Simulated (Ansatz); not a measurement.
# Sn3Te under changes of volume

One of the cells (28.798 Å³/atom); the others are scaled copies at fixed shape and fractional positions:

```xyz
4
Lattice="4.8656 0.0000 0.0000 0.0000 4.8656 0.0000 0.0000 0.0000 4.8656" Properties=species:S:1:pos:R:3 pbc="T T T"
Te    0.0000    0.0000    0.0000
Sn    0.0000    2.4328    2.4328
Sn    2.4328    0.0000    2.4328
Sn    2.4328    2.4328    0.0000
```

The cell comes from a database or a generator and needn't be the stable form of this composition.

| Property | Result |
| --- | --- |
| Program | Ansatz 0.2.0 |
| Functional | LDA |
| Potentials or basis | Ansatz PAW |
| Cutoff | 420 eV (not typed: the program's choice for these potentials) |
| k mesh | 6 × 6 × 6 |
| Occupations | fermi-dirac, width 0.05 eV |
| Spin | no spin polarisation |

```csv
volume (Å³/atom),energy over the lowest point (meV/atom),pressure (GPa)
27.070,0.00,-0.7
27.646,4.36,-1.7
28.222,?,?
28.798,23.18,-3.5
29.373,36.97,-4.2
29.949,53.25,-4.9
30.525,71.74,-5.4
```

Q: What does the run at 28.222 Å³/atom give?

A: Energy over the lowest point 12.20 meV/atom; pressure -2.7 GPa.

Worked out: A Birch-Murnaghan fit of order 3 (a polynomial in V^(-2/3)) to the other rows has its minimum at 26.72 Å³/atom, just outside them, with B0 = V·E''(V) = 54 GPa and B' = 4.3. It gives 12.21 meV/atom at 28.222 Å³/atom, against the run's 12.20, and -dE/dV = -2.6 GPa, against -2.7.

Energies are extrapolated to zero smearing.

Caveats: the PAW data sets come from PBE, with cores solved anew for the run's functional, which leaves a small shift of forces and pressure.
